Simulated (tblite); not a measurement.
**CH6BFSi (SMILES CB[SiH2]F): GFN2-xTB**

Aim: a geometry optimisation of CH6BFSi. Input form: a Python script.

Program for the calculation: tblite 0.8.0.

28 further runs of the same task are left out: 28 set aside as unsound or not needed.

## Step 1: Starting point

The species is CH6BFSi (10 atoms), meant as a singlet with charge 0. SMILES: `CB[SiH2]F`. The coordinates come from a GFN2-xTB relaxation. This is one conformer, not always the lowest. The run starts from this shape.

Bond lengths: C1–B2 1.567 Å, B2–Si3 1.956 Å, Si3–F4 1.628 Å, C1–H5 1.094 Å, C1–H6 1.088 Å, C1–H7 1.089 Å, B2–H8 1.175 Å, Si3–H9 1.468 Å, Si3–H10 1.466 Å. Some angles: C1–B2–Si3 121.5°, B2–Si3–F4 109.7°, C1–B2–H8 117.5°, Si3–B2–H8 120.9°, B2–C1–H5 106.6°, B2–C1–H6 114.8°, B2–C1–H7 114.3°, B2–Si3–H9 117.0°, B2–Si3–H10 117.8°, F4–Si3–H9 101.5°.

## Step 2: A geometry optimisation at GFN2-xTB

File molecule.xyz:

```xyz
10
start geometry
C     -0.984090     1.178980    -0.067940
B     -0.364390    -0.125350    -0.676070
Si     1.075420    -1.091230     0.230000
F      1.613350    -0.217630     1.493470
H     -1.860530     0.869760     0.508890
H     -0.336400     1.710190     0.626490
H     -1.354350     1.887290    -0.807950
H     -0.830320    -0.533360    -1.674330
H      0.721920    -2.359770     0.879340
H      2.319380    -1.318870    -0.511910
```

File run.py:

```python
import json
import numpy as np
from tblite.interface import Calculator
from tblite.interface import symbols_to_numbers
from scipy.optimize import minimize

symbols = list(map(str, np.loadtxt("molecule.xyz", skiprows=2, usecols=0, dtype=str, ndmin=1)))
numbers = np.array(symbols_to_numbers(symbols))
positions = np.loadtxt("molecule.xyz", skiprows=2, usecols=(1, 2, 3), ndmin=2) / 0.52917721

calc = Calculator("GFN2-xTB", numbers, positions, charge=0, uhf=0)
calc.set("verbosity", 0)
calc.set("accuracy", 0.01)
last, frames, energies, grads = [None], [], [], []

def fun(x):
    calc.update(x.reshape(-1, 3))
    last[0] = calc.singlepoint(last[0])
    return float(last[0].get('energy')), last[0].get('gradient').ravel()

def show(x):
    e, g = fun(x)
    frames.append(x.reshape(-1, 3).tolist())
    energies.append(e)
    grads.append(g.reshape(-1, 3).tolist())
    print(f"{len(energies) - 1:4d} {e:16.9f} {np.abs(g).max():12.3e} {np.linalg.norm(g):12.3e}")

print("step      energy/Eh       max grad     grad norm")
show(positions.ravel())
opt = minimize(fun, positions.ravel(), jac=True, method="BFGS", callback=show, options={"gtol": 3e-05, "maxiter": 500})
print("converged:", opt.success, "-", opt.message)
fun(opt.x)
result = last[0]
final = opt.x.reshape(-1, 3)
print("final geometry (angstrom)")
for s, p in zip(symbols, final * 0.529177210903):
    print(f"{s:<2} {p[0]:12.6f} {p[1]:12.6f} {p[2]:12.6f}")
print(f"total energy: {result.get('energy') * 2625.4996:.8f} kJ/mol")
eps = np.atleast_2d(result.get("orbital-energies")) * 27.211386
occ = np.atleast_2d(result.get("orbital-occupations"))
filled = occ.sum(axis=0) if eps.shape[0] == 1 else occ[0]
homo = np.nonzero(filled > 0.5)[0].max()
print("  MO   occupation   energy/eV")
for i in range(max(0, homo - 4), min(eps.shape[1], homo + 5)):
    print(f"{i + 1:4d} {filled[i]:10.4f} {eps[0, i]:12.4f}")
mu = result.get("dipole") * 2.541746
print(f"dipole: {np.linalg.norm(mu):.4f} D, components " + " ".join(f"{c:.4f}" for c in mu))
q = result.get("charges")
print("Charges:", " ".join(f"{s}{i + 1}={c:+.4f}" for i, (s, c) in enumerate(zip(symbols, q))))
out = {k: np.asarray(result.get(k)).tolist() for k in ("energy", "gradient", "charges", "dipole", "orbital-energies", "orbital-occupations")}
out.update(symbols=symbols, positions=(positions * 0.529177210903).tolist(), final=final.tolist(), frames=frames, step_energies=energies, grads=grads, success=bool(opt.success))
json.dump(out, open("results.json", "w"))
```

On the command line:

```sh
python run.py
```

Q: Predict the results. Wanted: total energy at the end; dipole moment; HOMO energy; LUMO energy; HOMO–LUMO gap.

Computed results:

At GFN2-xTB:

| quantity | value |
| --- | --- |
| total energy at the end | -12.93408 Eh |
| dipole moment | 2.49 D |
| HOMO energy | -10.36 eV |
| LUMO energy | -7.56 eV |
| HOMO–LUMO gap | 2.80 eV |

At the final geometry: Bond lengths: C1–B2 1.567 Å, B2–Si3 1.956 Å, Si3–F4 1.628 Å, C1–H5 1.094 Å, C1–H6 1.088 Å, C1–H7 1.089 Å, B2–H8 1.175 Å, Si3–H9 1.468 Å, Si3–H10 1.467 Å. Some angles: C1–B2–Si3 121.7°, B2–Si3–F4 109.8°, C1–B2–H8 117.4°, Si3–B2–H8 120.9°, B2–C1–H5 106.8°, B2–C1–H6 114.8°, B2–C1–H7 114.2°, B2–Si3–H9 117.3°, B2–Si3–H10 117.4°, F4–Si3–H9 101.5°. The optimisation took 53 steps and changed the energy by -0.000 eV. Mulliken charges run from -0.31 on F4 to +0.48 on Si3.
